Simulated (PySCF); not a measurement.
# In(H2S)Cl3: geometry, NMR shifts and electronic excitations

Wanted: the NMR shifts and electronic excitations of In(H2S)Cl3 (`[SH2]->[In]([Cl])([Cl])[Cl]`), by calculation.

Programs: PySCF 2.14.0, with density-fitted response routines of our own. Each step states its level of theory. These are calculated values for one molecule in the gas phase, unless marked as measured. Atoms count from 0, in the outputs and in this text.

## 1. Starting geometry

7 atoms, charge 0, multiplicity 1; geometry from: GFN2-xTB.

Bonds of the start (Å): In0–S1 2.81, In0–Cl4 2.30, In0–Cl5 2.32, In0–Cl6 2.30, S1–H2 1.33, S1–H3 1.33.

## 2. Relaxing the molecule at PBE0-D3(BJ)/def2-SVP

Job settings and geometry (Å):

```
{"job": {"xc": "PBE0", "basis": "def2-SVP", "d3": "d3bj", "grid": 1, "maxiter": 40, "kind": "geom"}, "charge": 0, "multiplicity": 1}
In     0.147550    -0.244380    -1.068010
S      0.142560    -0.251020     1.739840
H      0.507220     1.031740     1.712880
H     -1.154650     0.056440     1.703910
Cl     2.416230    -0.173500    -1.453400
Cl    -1.018860     1.761510    -1.181850
Cl    -1.040050    -2.180780    -1.453380
```

Log:

```text
step   0  E = -1969.14936570  max force = 0.012227
step   1  E = -1969.15075814  max force = 0.003317
step   2  E = -1969.15085611  max force = 0.001925
step   3  E = -1969.15076628  max force = 0.003174
step   4  E = -1969.15085708  max force = 0.001531
step   5  E = -1969.15082493  max force = 0.000846
step   6  E = -1969.15083773  max force = 0.000855
step   7  E = -1969.15087782  max force = 0.000546
step   8  E = -1969.15091315  max force = 0.000381
step   9  E = -1969.15093519  max force = 0.000325
step  10  E = -1969.15094240  max force = 0.000256
optimisation converged
```

Run time: 61 s. Hardware: 1 thread, shared host.

Along the way: (the energy doesn't fall at every step)

| step | energy from step 0 (eV) | largest force component (eV/Å) |
| --- | --- | --- |
| 0 | 0.0000 | 0.6287 |
| 1 | -0.0379 | 0.1706 |
| 2 | -0.0406 | 0.0990 |
| 3 | -0.0381 | 0.1632 |
| 4 | -0.0406 | 0.0787 |
| 5 | -0.0397 | 0.0435 |
| 6 | -0.0401 | 0.0440 |
| 7 | -0.0411 | 0.0281 |
| 8 | -0.0421 | 0.0196 |
| 9 | -0.0427 | 0.0167 |
| 10 | -0.0429 | 0.0132 |

Distances of close pairs at the start and the end, largest changes first:

| bond | before (Å) | after (Å) | change (Å) |
| --- | --- | --- | --- |
| In0–S1 | 2.808 | 2.752 | -0.056 |
| In0–Cl4 | 2.302 | 2.335 | +0.033 |
| In0–Cl6 | 2.304 | 2.335 | +0.031 |
| In0–Cl5 | 2.323 | 2.344 | +0.021 |
| S1–H3 | 1.334 | 1.353 | +0.020 |
| S1–H2 | 1.334 | 1.353 | +0.019 |

The final coordinates are the input of the step that follows.

| at the end point | value |
| --- | --- |
| point group (found at 0.08 Å tolerance) | C1 |
| rotational constants (GHz, main isotopes) | 0.971, 0.933, 0.877 |
| dipole moment (D) | 4.60 |

## 3. NMR shieldings: PBE0/def2-TZVP+pcSseg-1

Job settings and geometry (Å):

```
{"job": {"kind": "nmr", "xc": "PBE0", "basis": {"default": "pcSseg-1", "In": "def2-TZVP"}}, "charge": 0, "multiplicity": 1}
In     0.303607    -0.241700    -1.042027
S     -0.017325    -0.219877     1.691278
H      0.215510     1.109678     1.786746
H     -1.353040    -0.038666     1.571997
Cl     2.629688    -0.118774    -1.210755
Cl    -0.910367     1.735288    -1.378778
Cl    -0.868074    -2.225939    -1.418470
```

Method: GIAO PBE0/pcSseg-1 In:def2-TZVP NMR shielding, scalar relativity only through core potentials, gas phase.

Log:

```text
coarse grid: 38296 points
cycle   1  E = -1968.5040284017  dE = -3.146e+01  |g| = 2.211e+00  |ddm| = 4.534e+01
cycle   2  E = -1956.3407392015  dE =  1.216e+01  |g| = 6.659e+00  |ddm| = 1.222e+01
cycle   3  E = -1969.6116191311  dE = -1.327e+01  |g| = 2.944e-01  |ddm| = 9.789e+00
cycle   4  E = -1969.6238831745  dE = -1.226e-02  |g| = 2.482e-01  |ddm| = 7.422e-01
cycle   5  E = -1969.6392197595  dE = -1.534e-02  |g| = 3.970e-02  |ddm| = 3.523e-01
cycle   6  E = -1969.6395559239  dE = -3.362e-04  |g| = 1.152e-02  |ddm| = 6.093e-02
cycle   7  E = -1969.6395858569  dE = -2.993e-05  |g| = 1.854e-03  |ddm| = 1.555e-02
cycle   8  E = -1969.6395865891  dE = -7.322e-07  |g| = 7.610e-04  |ddm| = 3.032e-03
final grid: 71776 points
cycle   9  E = -1969.6394845372  dE = -1.258e-07  |g| = 7.247e-04  |ddm| = 2.045e-03
cycle  10  E = -1969.6394845355  dE =  1.681e-09  |g| = 7.305e-04  |ddm| = 1.651e-03
cycle  11  E = -1969.6394846528  dE = -1.173e-07  |g| = 6.494e-05  |ddm| = 8.932e-04
cycle  12  E = -1969.6394846539  dE = -1.118e-09  |g| = 9.733e-06  |ddm| = 1.013e-04
cycle  13  E = -1969.6394846539  dE = -1.455e-11  |g| = 2.641e-06  |ddm| = 1.520e-05
converged SCF energy = -1969.6394846539

GIAO shielding tensors (ppm)
atom      isotropic    diamagn.    paramagn.     s11        s22        s33       span
  0 In         nan         nan         nan        nan        nan        nan        nan
  1 S      644.496    1056.606    -412.110    549.942    642.009    741.537    191.596
  2 H       28.572      28.663      -0.091     22.317     25.684     37.715     15.399
  3 H       28.575      28.708      -0.133     22.539     25.935     37.251     14.712
  4 Cl     929.842    1147.959    -218.117    821.868    898.032   1069.625    247.757
  5 Cl     901.811    1148.712    -246.900    776.151    879.273   1050.010    273.859
  6 Cl     922.726    1148.115    -225.389    812.289    893.569   1062.321    250.032
```

Run time: 13 s. Hardware: 1 thread, shared host.

Shifts follow as δ = σ(reference) − σ, with reference shieldings (ppm) from runs at the same level and on the same kind of geometry: ¹H TMS 31.27, ³³S CS2 496, ³⁵Cl HCl 943. The references are single molecules in the gas phase. Atoms listed in one row are averaged.

| atoms | environment | σ (ppm) | δ (ppm) |
| --- | --- | --- | --- |
| H2, H3 | hydrogen on a sulfur bonded to In | 28.57 | 2.69 |
| S1 | sulfur bonded to In, 2 H | 644 | -149 |
| Cl4, Cl5, Cl6 | chlorine bonded to In | 918 | 25 |

Atoms past Kr carry core potentials, so their printed shieldings have no meaning and are left out of the table.

The run also stored atomic charges by several schemes (e):

| atoms | Mulliken | ESP fit |
| --- | --- | --- |
| In0 | 0.70 | 0.62 |
| S1 | -0.11 | -0.14 |
| Cl4, Cl5, Cl6 | -0.33 | -0.29 |

Mayer bond orders: In0–S1 0.46, In0–Cl4 0.99, In0–Cl5 0.96, In0–Cl6 0.99.

With diffuse functions Mulliken charges and Mayer bond orders lose their meaning; the other schemes are steadier.

## 4. TDDFT and polarisability: wB97X-D/def2-SVPD

The job, as its differences from that of step 3:

```diff
@@ -1,2 +1,2 @@
-{"job": {"kind": "nmr", "xc": "PBE0", "basis": {"default": "pcSseg-1", "In": "def2-TZVP"}}, "charge": 0, "multiplicity": 1}
+{"job": {"kind": "uv", "xc": "wB97X-D", "basis": "def2-SVPD", "ip": true, "nstates": 10}, "charge": 0, "multiplicity": 1}
 In     0.303607    -0.241700    -1.042027
```

Level: TDDFT wB97X-D/def2-SVPD, vertical, gas phase, core orbitals frozen in the response.

Log:

```text
coarse grid: 38296 points
cycle   1  E = -1968.8708291686  dE = -2.068e+01  |g| = 1.942e+00  |ddm| = 1.363e+01
cycle   2  E = -1969.1548996485  dE = -2.841e-01  |g| = 1.789e+00  |ddm| = 6.803e+00
cycle   3  E = -1969.8083663975  dE = -6.535e-01  |g| = 1.090e-01  |ddm| = 2.272e+00
cycle   4  E = -1969.8118857721  dE = -3.519e-03  |g| = 6.282e-02  |ddm| = 2.921e-01
cycle   5  E = -1969.8130046130  dE = -1.119e-03  |g| = 8.098e-03  |ddm| = 9.826e-02
cycle   6  E = -1969.8130642370  dE = -5.962e-05  |g| = 2.645e-03  |ddm| = 3.226e-02
cycle   7  E = -1969.8130697557  dE = -5.519e-06  |g| = 7.963e-04  |ddm| = 9.328e-03
final grid: 71776 points
cycle   8  E = -1969.8143611605  dE = -1.015e-05  |g| = 2.001e-03  |ddm| = 1.187e-02
cycle   9  E = -1969.8143616185  dE = -4.580e-07  |g| = 1.445e-03  |ddm| = 4.714e-03
cycle  10  E = -1969.8143620804  dE = -4.619e-07  |g| = 1.500e-04  |ddm| = 2.286e-03
cycle  11  E = -1969.8143620917  dE = -1.124e-08  |g| = 5.310e-05  |ddm| = 2.784e-04
cycle  12  E = -1969.8143620946  dE = -2.935e-09  |g| = 1.106e-05  |ddm| = 2.558e-04
cycle  13  E = -1969.8143620947  dE = -1.005e-10  |g| = 3.815e-06  |ddm| = 4.137e-05
converged SCF energy = -1969.8143620947

Static polarisability (au): isotropic 99.323, principal 95.034 100.410 102.524

Singlet excitations
state   eV       nm        f      main configurations
  1   5.5592    223.0   0.00001   H->L 0.91
  2   5.7135    217.0   0.00402   H-5->L 0.65, H-3->L 0.15, H-1->L 0.10
  3   5.7263    216.5   0.01142   H-4->L 0.42, H-2->L 0.27, H-1->L 0.12
  4   5.7702    214.9   0.05703   H-2->L 0.47, H-4->L 0.42
  5   5.8314    212.6   0.06926   H-3->L 0.66, H-5->L 0.21
  6   5.8765    211.0   0.13028   H-1->L 0.69, H-2->L 0.11
  7   6.8893    180.0   0.00003   H-1->L+2 0.56, H-8->L+2 0.12
  8   7.2802    170.3   0.14059   H-6->L 0.79
  9   7.3731    168.2   0.15388   H-7->L 0.72
 10   7.4084    167.4   0.17528   H-8->L 0.67, H-1->L+1 0.09

Triplet excitations (Tamm-Dancoff, eV): 5.2356 5.2731 5.3230 5.4004
Vertical electron affinity (delta-SCF) = 0.7403 eV
```

Wall time 2.1 min (1 thread, shared host).

Frontier orbitals and where they lie:

| orbital | eV | atoms |
| --- | --- | --- |
| HOMO−3 | -11.03 | Cl6 37 %, Cl4 31 %, Cl5 25 % |
| HOMO−2 | -10.99 | Cl4 44 %, Cl6 31 %, Cl5 14 % |
| HOMO−1 | -10.95 | Cl5 53 %, S1 23 %, Cl6 11 % |
| HOMO | -10.89 | Cl5 48 %, Cl6 33 %, Cl4 18 % |
| LUMO | -0.83 | In0 35 %, Cl4 19 %, Cl6 18 % |
| LUMO+1 | 0.69 | S1 42 %, In0 20 %, H3 17 % |
| LUMO+2 | 0.75 | S1 59 %, H2 22 %, H3 11 % |

With each of the 10 states as a Gaussian band of 0.4 eV half-width at 1/e, the curve within the window shown has maxima at 213 nm (ε 11,000), 169 nm (ε 19,000) L/(mol cm). Beyond the last state computed it falls off for lack of states. The curve at chosen wavelengths:

| nm | ε (L/mol/cm) |
| --- | --- |
| 161 | 8939 |
| 165 | 15942 |
| 168 | 18601 |
| 172 | 16490 |
| 175 | 12130 |
| 179 | 6259 |
| 182 | 3244 |
| 186 | 1240 |
| 189 | 844 |
| 193 | 1366 |
| 197 | 2952 |
| 200 | 4740 |
| 204 | 7476 |
| 207 | 9298 |
| 211 | 10713 |
| 214 | 10762 |
| 218 | 9583 |
| 222 | 7525 |
| 225 | 5829 |
| 229 | 3793 |
| 232 | 2586 |
| 236 | 1443 |
| 239 | 887 |
| 243 | 436 |
| 246 | 246 |
| 250 | 110 |

Further results of this job:

| property | computed |
| --- | --- |
| dipole moment (D) | 4.44 |
| polarisability (Å³) | 14.72 |
| HOMO–LUMO gap (eV) | 10.06 |
| −ε(HOMO) (eV) | 10.89 |

## 5. NMR shieldings: wB97X-D/def2-TZVP+pcSseg-1

The job, as its differences from that of step 4:

```diff
@@ -1,2 +1,2 @@
-{"job": {"kind": "uv", "xc": "wB97X-D", "basis": "def2-SVPD", "ip": true, "nstates": 10}, "charge": 0, "multiplicity": 1}
+{"job": {"kind": "nmr", "xc": "wB97X-D", "basis": {"default": "pcSseg-1", "In": "def2-TZVP"}, "pop": false}, "charge": 0, "multiplicity": 1}
 In     0.303607    -0.241700    -1.042027
```

With the program's defaults for keys left out, this is: GIAO wB97X-D/pcSseg-1 In:def2-TZVP NMR shielding, scalar relativity only through core potentials, gas phase.

Log:

```text
coarse grid: 38296 points
cycle   1  E = -1969.5223741442  dE = -3.202e+01  |g| = 1.877e+00  |ddm| = 4.550e+01
cycle   2  E = -1969.6547121179  dE = -1.323e-01  |g| = 1.989e+00  |ddm| = 6.405e+00
cycle   3  E = -1970.2820572042  dE = -6.273e-01  |g| = 1.140e-01  |ddm| = 2.166e+00
cycle   4  E = -1970.2853579803  dE = -3.301e-03  |g| = 6.564e-02  |ddm| = 2.471e-01
cycle   5  E = -1970.2862319749  dE = -8.740e-04  |g| = 8.138e-03  |ddm| = 7.861e-02
cycle   6  E = -1970.2862782251  dE = -4.625e-05  |g| = 2.805e-03  |ddm| = 2.726e-02
cycle   7  E = -1970.2862838834  dE = -5.658e-06  |g| = 8.758e-04  |ddm| = 9.811e-03
final grid: 71776 points
cycle   8  E = -1970.2882664284  dE = -1.324e-05  |g| = 2.242e-03  |ddm| = 2.588e-02
cycle   9  E = -1970.2882668080  dE = -3.796e-07  |g| = 1.714e-03  |ddm| = 3.891e-03
cycle  10  E = -1970.2882672445  dE = -4.365e-07  |g| = 1.482e-04  |ddm| = 2.539e-03
cycle  11  E = -1970.2882672534  dE = -8.934e-09  |g| = 6.304e-05  |ddm| = 2.615e-04
cycle  12  E = -1970.2882672557  dE = -2.302e-09  |g| = 1.270e-05  |ddm| = 2.033e-04
cycle  13  E = -1970.2882672559  dE = -1.965e-10  |g| = 5.253e-06  |ddm| = 6.260e-05
converged SCF energy = -1970.2882672559

GIAO shielding tensors (ppm)
atom      isotropic    diamagn.    paramagn.     s11        s22        s33       span
  0 In         nan         nan         nan        nan        nan        nan        nan
  1 S      642.421    1056.977    -414.556    543.708    636.242    747.311    203.603
  2 H       28.703      28.950      -0.247     22.468     25.801     37.840     15.372
  3 H       28.705      29.010      -0.305     22.679     26.046     37.391     14.712
  4 Cl     949.502    1148.169    -198.667    849.323    926.040   1073.142    223.819
  5 Cl     923.458    1149.012    -225.554    807.922    907.472   1054.982    247.061
  6 Cl     942.790    1148.352    -205.562    840.320    921.547   1066.503    226.183
```

It took 17 s on 1 thread, shared host.

In short: δ S1 -149, Cl4 1, H2 2.68 ppm (means over like atoms).

## 6. Comparing the runs: NMR shifts

Shifts (ppm), means over like atoms, with basis size and wall time:

| run | H2 | S1 | Cl4 | functions | time |
| --- | --- | --- | --- | --- | --- |
| PBE0/def2-TZVP+pcSseg-1 | 2.69 | -149 | 25 | 156 | 13 s |
| wB97X-D/def2-TZVP+pcSseg-1 | 2.68 | -149 | 1 | 156 | 17 s |

## 7. What came out

| quantity | value |
| --- | --- |
| point group | C1 |
| rotational constants (main isotopes) | 0.97, 0.93, 0.88 GHz |
| ¹H shifts against TMS (PBE0/def2-TZVP+pcSseg-1, means over atoms taken as alike) | 2.69 ppm |
| ³³S shifts against CS2 (PBE0/def2-TZVP+pcSseg-1) | -149 ppm |
| ³⁵Cl shifts against HCl (PBE0/def2-TZVP+pcSseg-1, means over atoms taken as alike) | 25 ppm |
| lowest singlet (wB97X-D/def2-SVPD) | 5.56 eV (223 nm), f = 0.000 |
| brightest single state of those computed | state 10, 7.41 eV, f = 0.175 |
| lowest triplet | 5.24 eV |
| vertical electron affinity (ΔSCF) | 0.74 eV |
| range of the shift of Cl4 | 1 to 25 ppm |

In words: Relaxing lowered the energy by 0.043 eV in 10 steps; the close pair that moved most is In0–S1, from 2.808 to 2.752 Å. At PBE0/def2-TZVP+pcSseg-1: Shielding is most anisotropic at Cl4, Cl5, Cl6 (span 257 ppm, paramagnetic term -230 ppm). The lowest singlet, at 5.56 eV, is HOMO→LUMO 0.91 and is dark; of the 10 states computed, the strongest absorption comes from state 10 at 7.41 eV (the last computed, so partners may be missing). The lowest triplet lies 0.32 eV below the lowest singlet (triplets in Tamm-Dancoff, singlets in full TDDFT). Spin-orbit coupling, left out, mixes singlets and triplets in elements this heavy. Across the 2 runs the shift of Cl4 (with its like atoms) moves most, between 1 (wB97X-D/def2-TZVP+pcSseg-1) and 25 ppm (PBE0/def2-TZVP+pcSseg-1). Spin-orbit coupling is left out, which matters for shieldings and couplings at and beside the heavy atoms.
